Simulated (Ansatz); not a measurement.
# AlAsH₄ + NH₃: a complex and its separated parts, part 2 of 3

Ansatz 0.2.0, Gaussian basis.

### 9 PBE0-D4/def2-TZVPP

The inputs:

parta/in.yaml

```yaml
crystal:
  periodic: [false, false, false]
  atoms:
    - {symbol: Al, position_ang: [-0.551636, -0.482034, 0.668885]}
    - {symbol: H, position_ang: [0.305688, -1.772836, 1.009518]}
    - {symbol: H, position_ang: [-0.833094, 0.614065, 1.780870]}
    - {symbol: As, position_ang: [-1.301338, -0.105114, -1.608540]}
    - {symbol: H, position_ang: [-1.752214, -1.553527, -1.734521]}
    - {symbol: H, position_ang: [-2.661045, 0.371786, -1.117857]}
basis:
  gaussian: {orbitals: def2-TZVPP}
hamiltonian: {xc: pbe0, dispersion: d4}
output: {orbitals: {seedname: orbitals}}
```

partb/in.yaml

```yaml
crystal:
  periodic: [false, false, false]
  atoms:
    - {symbol: N, position_ang: [1.454090, 0.599605, 0.297510]}
    - {symbol: H, position_ang: [1.521780, 0.935605, -0.655285]}
    - {symbol: H, position_ang: [1.570136, 1.401789, 0.904411]}
    - {symbol: H, position_ang: [2.247633, -0.009338, 0.454910]}
basis:
  gaussian: {orbitals: def2-TZVPP}
hamiltonian: {xc: pbe0, dispersion: d4}
output: {orbitals: {seedname: orbitals}}
```

One command serves all of them, each in its own folder.

Launch:

```
> ansatz run in.yaml --threads 4 --pin off --events-out ev --progress --plain --max-ram 9574MiB
```

Output in parta (excerpt; [...] marks lines left out):

```text
Functional definition: PBE0
  name "PBE0"
  cite "Adamo & Barone, J. Chem. Phys. 110, 6158 (1999) doi:10.1063/1.478522"
  cite "Perdew, Burke & Ernzerhof, Phys. Rev. Lett. 77, 3865 (1996) doi:10.1103/PhysRevLett.77.3865"
  parent pbe
[...]
959 factors; their error is unknown
[...]
mean field -67492.77265185 eV, -2480.3136467112 hartree, gradient 7.1e-5 eV, S^2 0.000000; 0 other end points of the search recorded, 0 dependent functions left out
reference -67492.77268384 eV, -2480.3136478866 hartree; 25, 25 occupied and 121, 121 virtual orbitals, 959 factors
Total energy: -67492.85398198 eV, -2480.3166355382 hartree
```

Output in partb (excerpt; [...] marks lines left out):

```text
[... 5 set-up lines as earlier in the session ...]
[...]
332 factors; their error is unknown
[...]
mean field -1537.87184183 eV, -56.5157477804 hartree, gradient 7.9e-6 eV, S^2 0.000000; 0 other end points of the search recorded, 0 dependent functions left out
reference -1537.87185775 eV, -56.5157483652 hartree; 5, 5 occupied and 68, 68 virtual orbitals, 332 factors
Total energy: -1537.88097350 eV, -56.5160833629 hartree
```

Wall times: 2 s (parta), 0.45 s (partb) on 4 threads of Intel Xeon at 2.50GHz, shared host.

### 10 B3LYP-D4/def2-TZVPP

The same edit goes into each in.yaml of step 9 (parta, partb):

```diff
-hamiltonian: {xc: pbe0, dispersion: d4}
-output: {orbitals: {seedname: orbitals}}
+hamiltonian: {xc: {name: B3LYP}, dispersion: d4}
```

One command serves all of them, each in its own folder.

Launch:

```
> ansatz run in.yaml --threads 4 --pin off --events-out ev --progress --plain --max-ram 9574MiB
```

parta printed (excerpt; [...] marks lines left out):

```text
Functional definition: B3LYP
  name "B3LYP"
  cite "Stephens, Devlin, Chabalowski & Frisch, J. Phys. Chem. 98, 11623 (1994) doi:10.1021/j100096a001"
[... 2 set-up lines as earlier in the session ...]
  cite "Vosko, Wilk & Nusair, Can. J. Phys. 58, 1200 (1980) doi:10.1139/p80-159"
[...]
945 factors; their error is unknown
[...]
mean field -67505.40024027 eV, -2480.7777020262 hartree, gradient 2.3e-5 eV, S^2 0.000000; 0 other end points of the search recorded, 0 dependent functions left out
reference -67505.40050311 eV, -2480.7777116855 hartree; 25, 25 occupied and 121, 121 virtual orbitals, 945 factors
Total energy: -67505.55813010 eV, -2480.7835043705 hartree
```

Log of partb (excerpt; [...] marks lines left out):

```text
[... 6 set-up lines as earlier in the session ...]
[...]
332 factors; their error is unknown
[...]
mean field -1539.85469685 eV, -56.5886163583 hartree, gradient 2.6e-5 eV, S^2 0.000000; 0 other end points of the search recorded, 0 dependent functions left out
reference -1539.85483647 eV, -56.5886214891 hartree; 5, 5 occupied and 68, 68 virtual orbitals, 332 factors
Total energy: -1539.87289727 eV, -56.5892852115 hartree
```

Times: 2.1 s (parta), 0.51 s (partb) on 4 threads of Intel Xeon at 2.50GHz, shared host.

### 11 r2SCAN0-D4/def2-TZVPP

Each input of step 10 (parta, partb) changes in the same lines:

```diff
-hamiltonian: {xc: {name: B3LYP}, dispersion: d4}
+hamiltonian: {xc: {name: r2SCAN0}, dispersion: d4}
```

One command serves all of them, each in its own folder.

Launch:

```
> ansatz run in.yaml --threads 4 --pin off --events-out ev --progress --plain --max-ram 9574MiB
```

parta printed (excerpt; [...] marks lines left out):

```text
Functional definition: r2SCAN0
  name "r2SCAN0"
  cite "Bursch, Neugebauer, Ehlert & Grimme, J. Chem. Phys. 156, 134105 (2022) doi:10.1063/5.0086040"
[... 3 set-up lines as earlier in the session ...]
[...]
959 factors; their error is unknown
[...]
mean field -67501.86669016 eV, -2480.6478464550 hartree, gradient 3.5e-5 eV, S^2 0.000000; 0 other end points of the search recorded, 0 dependent functions left out
reference -67501.86669998 eV, -2480.6478468155 hartree; 25, 25 occupied and 121, 121 virtual orbitals, 959 factors
Total energy: -67501.89271012 eV, -2480.6488026707 hartree
```

partb printed (excerpt; [...] marks lines left out):

```text
[... 6 set-up lines as earlier in the session ...]
[...]
332 factors; their error is unknown
[...]
mean field -1538.56924831 eV, -56.5413769957 hartree, gradient 4.5e-5 eV, S^2 0.000000; 0 other end points of the search recorded, 0 dependent functions left out
reference -1538.56925340 eV, -56.5413771826 hartree; 5, 5 occupied and 68, 68 virtual orbitals, 332 factors
Total energy: -1538.57225471 eV, -56.5414874788 hartree
```

Wall times: 3.3 s (parta), 1 s (partb) on 4 threads of Intel Xeon at 2.50GHz, shared host.

### 12 BHLYP-D4/def2-TZVPP

Each input of step 11 (parta, partb) changes in the same lines:

```diff
-hamiltonian: {xc: {name: r2SCAN0}, dispersion: d4}
+hamiltonian: {xc: {name: BHLYP}, dispersion: d4}
```

One command serves all of them, each in its own folder.

Launch:

```
> ansatz run in.yaml --threads 4 --pin off --events-out ev --progress --plain --max-ram 9574MiB
```

Log of parta (excerpt; [...] marks lines left out):

```text
Functional definition: BHLYP
  name "BHLYP"
  cite "Becke, J. Chem. Phys. 98, 1372 (1993) doi:10.1063/1.464304"
[... 2 set-up lines as earlier in the session ...]
[...]
999 factors; their error is unknown
[...]
mean field -67502.97081011 eV, -2480.6884221145 hartree, gradient 2.5e-5 eV, S^2 0.000000; 0 other end points of the search recorded, 0 dependent functions left out
reference -67502.97098841 eV, -2480.6884286669 hartree; 25, 25 occupied and 121, 121 virtual orbitals, 999 factors
Total energy: -67503.11059209 eV, -2480.6935590074 hartree
```

Log of partb (excerpt; [...] marks lines left out):

```text
[... 5 set-up lines as earlier in the session ...]
[...]
346 factors; their error is unknown
[...]
mean field -1538.73562763 eV, -56.5474913231 hartree, gradient 7.6e-5 eV, S^2 0.000000; 0 other end points of the search recorded, 0 dependent functions left out
reference -1538.73572428 eV, -56.5474948748 hartree; 5, 5 occupied and 68, 68 virtual orbitals, 346 factors
Total energy: -1538.74642442 eV, -56.5478880977 hartree
```

They took 2.1 s (parta), 0.61 s (partb) on 4 threads of Intel Xeon at 2.50GHz, shared host.

### 13 CAM-B3LYP-D4/def2-TZVPP

The same edit goes into each in.yaml of step 12 (parta, partb):

```diff
-hamiltonian: {xc: {name: BHLYP}, dispersion: d4}
+hamiltonian: {xc: {name: CAM-B3LYP}, dispersion: d4}
```

The same command starts each run, in its folder.

Launch:

```
> ansatz run in.yaml --threads 4 --pin off --events-out ev --progress --plain --max-ram 9574MiB
```

Output in parta (excerpt; [...] marks lines left out):

```text
Functional definition: CAM-B3LYP
  name "CAM-B3LYP"
  cite "Yanai, Tew & Handy, Chem. Phys. Lett. 393, 51 (2004) doi:10.1016/j.cplett.2004.06.011"
  cite "Iikura, Tsuneda, Yanai & Hirao, J. Chem. Phys. 115, 3540 (2001) doi:10.1063/1.1383587"
[... 2 set-up lines as earlier in the session ...]
[...]
933 factors; their error is unknown
226 factors; integrals over basis functions are off by at most 1.4e-5 eV
[...]
mean field -67506.79621044 eV, -2480.8290029837 hartree, gradient 3.2e-5 eV, S^2 0.000000; 0 other end points of the search recorded, 0 dependent functions left out
reference -67506.79633867 eV, -2480.8290076960 hartree; 25, 25 occupied and 121, 121 virtual orbitals, 933 factors
Total energy: -67506.88036314 eV, -2480.8320955384 hartree
```

Output in partb (excerpt; [...] marks lines left out):

```text
[... 6 set-up lines as earlier in the session ...]
[...]
  # Exact exchange under (alpha + beta erf(omega r))/r, Becke's under what is left of 1/r.
[...]
332 factors; their error is unknown
102 factors; integrals over basis functions are off by at most 1.4e-5 eV
[...]
mean field -1539.00931968 eV, -56.5575493204 hartree, gradient 6.3e-5 eV, S^2 0.000000; 0 other end points of the search recorded, 0 dependent functions left out
reference -1539.00938777 eV, -56.5575518226 hartree; 5, 5 occupied and 68, 68 virtual orbitals, 332 factors
Total energy: -1539.01811261 eV, -56.5578724546 hartree
```

Wall times: 2.5 s (parta), 0.61 s (partb) on 4 threads of Intel Xeon at 2.50GHz, shared host.

### 14 wB97X-V/def2-TZVPP

Each input of step 13 (parta, partb) changes in the same lines:

```diff
-hamiltonian: {xc: {name: CAM-B3LYP}, dispersion: d4}
+hamiltonian: {xc: {name: wB97X-V}}
```

Each run has its own folder and the same command.

Launch:

```
> ansatz run in.yaml --threads 4 --pin off --events-out ev --progress --plain --max-ram 9574MiB
```

parta printed (excerpt; [...] marks lines left out):

```text
Functional definition: wB97X-V
  name "wB97X-V"
  cite "Mardirossian & Head-Gordon, Phys. Chem. Chem. Phys. 16, 9904 (2014) doi:10.1039/C3CP54374A"
[... 2 set-up lines as earlier in the session ...]
[...]
      + integral(e_c_pw_opposite_spin*poly(b97_u_opposite, cos0, cos1)) + vv10(b, c)
933 factors; their error is unknown
207 factors; integrals over basis functions are off by at most 1.2e-5 eV
[...]
mean field -67496.69192166 eV, -2480.4576772199 hartree, gradient 1.2e-5 eV, S^2 0.000000; 0 other end points of the search recorded, 0 dependent functions left out
reference -67496.69191966 eV, -2480.4576771466 hartree; 25, 25 occupied and 121, 121 virtual orbitals, 933 factors
Total energy: -67496.69191966 eV, -2480.4576771466 hartree
```

Output in partb (excerpt; [...] marks lines left out):

```text
[... 5 set-up lines as earlier in the session ...]
[...]
      + integral(e_c_pw_opposite_spin*poly(b97_u_opposite, cos0, cos1)) + vv10(b, c)
332 factors; their error is unknown
93 factors; integrals over basis functions are off by at most 8.0e-6 eV
[...]
mean field -1539.14323501 eV, -56.5624706179 hartree, gradient 1.3e-5 eV, S^2 0.000000; 0 other end points of the search recorded, 0 dependent functions left out
reference -1539.14323391 eV, -56.5624705774 hartree; 5, 5 occupied and 68, 68 virtual orbitals, 332 factors
Total energy: -1539.14323391 eV, -56.5624705774 hartree
```

They took 5.5 s (parta), 1.4 s (partb) on 4 threads of Intel Xeon at 2.50GHz, shared host.

### 15 wB97M-V/def2-TZVPP

Each input of step 14 (parta, partb) changes in the same lines:

```diff
-hamiltonian: {xc: {name: wB97X-V}}
+hamiltonian: {xc: {name: wB97M-V}}
```

Each run has its own folder and the same command.

Launch:

```
> ansatz run in.yaml --threads 4 --pin off --events-out ev --progress --plain --max-ram 9574MiB
```

Output in parta (excerpt; [...] marks lines left out):

```text
Functional definition: wB97M-V
  name "wB97M-V"
  cite "Mardirossian & Head-Gordon, J. Chem. Phys. 144, 214110 (2016) doi:10.1063/1.4952647"
[... 2 set-up lines as earlier in the session ...]
  # Of w^i u^j: cxij and so on, Table III.
[...]
  gx(w, u) = 1 - cx + cx01*u + cx10*w
[...]
      + integral(e_c_pw_mod_opposite_spin*gos(b97_w_opposite, b97_u_opposite)) + vv10(b, c)
912 factors; their error is unknown
207 factors; integrals over basis functions are off by at most 1.2e-5 eV
[...]
mean field -67499.09492852 eV, -2480.5459860931 hartree, gradient 8.5e-5 eV, S^2 0.000000; 0 other end points of the search recorded, 0 dependent functions left out
reference -67499.09497699 eV, -2480.5459878746 hartree; 25, 25 occupied and 121, 121 virtual orbitals, 912 factors
Total energy: -67499.09497699 eV, -2480.5459878746 hartree
```

Output in partb (excerpt; [...] marks lines left out):

```text
[... 5 set-up lines as earlier in the session ...]
  # Of w^i u^j: cxij and so on, Table III.
[...]
  gx(w, u) = 1 - cx + cx01*u + cx10*w
[...]
      + integral(e_c_pw_mod_opposite_spin*gos(b97_w_opposite, b97_u_opposite)) + vv10(b, c)
332 factors; their error is unknown
93 factors; integrals over basis functions are off by at most 8.0e-6 eV
[...]
mean field -1538.84211083 eV, -56.5514045082 hartree, gradient 5.4e-5 eV, S^2 0.000000; 0 other end points of the search recorded, 0 dependent functions left out
reference -1538.84213770 eV, -56.5514054958 hartree; 5, 5 occupied and 68, 68 virtual orbitals, 332 factors
Total energy: -1538.84213770 eV, -56.5514054958 hartree
```

Wall times: 5.5 s (parta), 1.8 s (partb) on 4 threads of Intel Xeon at 2.50GHz, shared host.

### 16 B2PLYP/def2-TZVPP

Each input of step 15 (parta, partb) changes in the same lines:

```diff
-hamiltonian: {xc: {name: wB97M-V}}
+hamiltonian: {xc: {name: B2PLYP}}
```

The same command starts each run, in its folder.

Launch:

```
> ansatz run in.yaml --threads 4 --pin off --events-out ev --progress --plain --max-ram 9574MiB
```

Output in parta (excerpt; [...] marks lines left out):

```text
Functional definition: B2PLYP
  name "B2PLYP"
  cite "Grimme, J. Chem. Phys. 124, 034108 (2006) doi:10.1063/1.2148954"
[... 2 set-up lines as earlier in the session ...]
[...]
872 factors; integrals over basis functions are off by at most 1.1e-3 eV
[...]
mean field -67486.70963196 eV, -2480.0908348398 hartree, gradient 3.5e-6 eV, S^2 0.000000; 0 other end points of the search recorded, 0 dependent functions left out
14 core orbitals not correlated: weight in the atoms' cores, before any rotation towards them, 1.000 or more for the frozen orbitals, at most 0.000 for the correlated occupied ones
reference -67486.70979854 eV, -2480.0908409613 hartree; 11, 11 occupied and 121, 121 virtual orbitals, 872 factors
second order -11.95127573 eV of doubles, -0.00000000 eV of singles
Total energy: -67489.93664298 eV, -2480.2094253076 hartree
```

Log of partb (excerpt; [...] marks lines left out):

```text
[... 5 set-up lines as earlier in the session ...]
[...]
416 factors; integrals over basis functions are off by at most 1.3e-3 eV
[...]
mean field -1536.38012632 eV, -56.4609282464 hartree, gradient 8.4e-6 eV, S^2 0.000000; 0 other end points of the search recorded, 0 dependent functions left out
1 core orbitals not correlated: weight in the atoms' cores, before any rotation towards them, 1.000 or more for the frozen orbitals, at most 0.000 for the correlated occupied ones
reference -1536.38021655 eV, -56.4609315621 hartree; 4, 4 occupied and 68, 68 virtual orbitals, 416 factors
second order -7.62102649 eV of doubles, -0.00000000 eV of singles
Total energy: -1538.43789370 eV, -56.5365498027 hartree
```

Times: 3.3 s (parta), 1.1 s (partb) on 4 threads of Intel Xeon at 2.50GHz, shared host.

### 17 PBE-QIDH/def2-TZVPP

Each input of step 16 (parta, partb) changes in the same lines:

```diff
-hamiltonian: {xc: {name: B2PLYP}}
+hamiltonian: {xc: {name: PBE-QIDH}}
```

One command serves all of them, each in its own folder.

Launch:

```
> ansatz run in.yaml --threads 4 --pin off --events-out ev --progress --plain --max-ram 9574MiB
```

Log of parta (excerpt; [...] marks lines left out):

```text
Functional definition: PBE-QIDH
  name "PBE-QIDH"
  cite "Brémond, Sancho-García, Pérez-Jiménez & Adamo, J. Chem. Phys. 141, 031101 (2014) doi:10.1063/1.4890314"
[... 1 set-up line as earlier in the session ...]
[...]
872 factors; integrals over basis functions are off by at most 1.1e-3 eV
[...]
mean field -67477.88488581 eV, -2479.7665314005 hartree, gradient 6.7e-6 eV, S^2 0.000000; 0 other end points of the search recorded, 0 dependent functions left out
14 core orbitals not correlated: weight in the atoms' cores, before any rotation towards them, 1.000 or more for the frozen orbitals, at most 0.000 for the correlated occupied ones
reference -67477.88489887 eV, -2479.7665318802 hartree; 11, 11 occupied and 121, 121 virtual orbitals, 872 factors
second order -11.09192571 eV of doubles, -0.00000000 eV of singles
Total energy: -67481.58220743 eV, -2479.9024054640 hartree
```

Output in partb (excerpt; [...] marks lines left out):

```text
[... 4 set-up lines as earlier in the session ...]
[...]
416 factors; integrals over basis functions are off by at most 1.3e-3 eV
[...]
mean field -1535.33271853 eV, -56.4224367200 hartree, gradient 2.2e-6 eV, S^2 0.000000; 0 other end points of the search recorded, 0 dependent functions left out
1 core orbitals not correlated: weight in the atoms' cores, before any rotation towards them, 1.000 or more for the frozen orbitals, at most 0.000 for the correlated occupied ones
reference -1535.33272529 eV, -56.4224369686 hartree; 4, 4 occupied and 68, 68 virtual orbitals, 416 factors
second order -7.10229500 eV of doubles, -0.00000000 eV of singles
Total energy: -1537.70015696 eV, -56.5094384776 hartree
```

They took 3.6 s (parta), 1.1 s (partb) on 4 threads of Intel Xeon at 2.50GHz, shared host.

[end of part 2 of 3]
